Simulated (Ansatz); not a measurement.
**C₂H₆FNSi: a ladder of functionals and wavefunction methods**

An exercise on one series of results from a longer session: the logs are not shown, and one member is left open.

Program: Ansatz 0.2.0, Gaussian basis. Level of theory: functionals in def2-TZVPP, the program's frozen cores in correlated methods. These are calculated values, not measurements.

Plan: PBE-D4, r2SCAN-D4, PBE0-D4, B3LYP-D4, ωB97X-V, ωB97M-V, B2PLYP; CCSD(T)/def2-TZVPP; MP2/def2-QZVPP; extrapolation to the limit.

**Structure used throughout**

The geometry comes from an earlier relaxation with PBE0-D4 in a triple-zeta def2 set; it is a stationary point, not always the lowest conformer.

SMILES `C=C(F)[SiH2]N`, 11 atoms, charge 0, spin multiplicity 1.

Atoms are counted from 1 here; the program's logs count them from 0.

Bond lengths: C1–C2 1.324 Å, C1–H6 1.082 Å, C1–H7 1.085 Å, C2–F3 1.357 Å, C2–Si4 1.882 Å, Si4–N5 1.711 Å, Si4–H8 1.484 Å, Si4–H9 1.485 Å, N5–H10 1.007 Å, N5–H11 1.007 Å. Angles: C2–C1–H6 119.3°, C2–C1–H7 122.0°, H6–C1–H7 118.6°, C1–C2–F3 118.7°, C1–C2–Si4 126.6°, F3–C2–Si4 114.7°, C2–Si4–N5 115.4°, C2–Si4–H8 108.2°, C2–Si4–H9 104.5°, N5–Si4–H8 106.6°, N5–Si4–H9 110.3°, H8–Si4–H9 111.9°, Si4–N5–H10 119.9°, Si4–N5–H11 121.1°, H10–N5–H11 111.2°.

The first run:

The input, in.yaml:

```yaml
crystal:
  periodic: [false, false, false]
  atoms:
    - {symbol: C, position_ang: [1.235341, 1.276835, 1.052949]}
    - {symbol: C, position_ang: [0.909077, 0.123448, 0.489704]}
    - {symbol: F, position_ang: [1.899459, -0.737786, 0.144982]}
    - {symbol: Si, position_ang: [-0.829445, -0.478948, 0.094106]}
    - {symbol: N, position_ang: [-1.133479, -0.815135, -1.556158]}
    - {symbol: H, position_ang: [0.453547, 1.972878, 1.327260]}
    - {symbol: H, position_ang: [2.266127, 1.547687, 1.253836]}
    - {symbol: H, position_ang: [-1.060549, -1.744368, 0.834234]}
    - {symbol: H, position_ang: [-1.717679, 0.611368, 0.570471]}
    - {symbol: H, position_ang: [-0.899967, -1.718032, -1.934956]}
    - {symbol: H, position_ang: [-1.056931, -0.095047, -2.255827]}
basis:
  gaussian: {orbitals: def2-TZVPP}
hamiltonian: {xc: pbe, dispersion: d4}
output: {forces: true, orbitals: {seedname: orbitals}}
```

Command:

```console
> ansatz run in.yaml --threads 4 --pin off --events-out ev --progress --plain --max-ram 10444MiB
```

Among the steps run: PBE-D4 (GGA); r2SCAN-D4 (meta-GGA); PBE0-D4 (hybrid); B3LYP-D4 (hybrid); ωB97X-V (range-separated); ωB97M-V (range-separated); B2PLYP (double hybrid); CCSD(T) in def2-TZVPP; MP2 in def2-QZVPP.

One of the session's tables, all rows but one given; the rest of the session is left out.

```
            method  atomisation energy (kJ/mol)
            PBE-D4                       4180.6
         r2SCAN-D4                       4092.1
           PBE0-D4                       4092.9
          B3LYP-D4                       4102.6
           ωB97X-V                       4108.7
           ωB97M-V                       4109.7
            B2PLYP                       4053.3
     HF/def2-TZVPP                            ?
    MP2/def2-TZVPP                       4037.1
   CCSD/def2-TZVPP                       3910.7
CCSD(T)/def2-TZVPP                       3974.2
           MP2/CBS                       4155.3
       CCSD(T)/CBS                       4092.4
```

**Question.** Estimate the row for HF/def2-TZVPP.

The run gave: atomisation energy (kJ/mol): 2927.7. In the column «atomisation energy (kJ/mol)» it is the lowest.
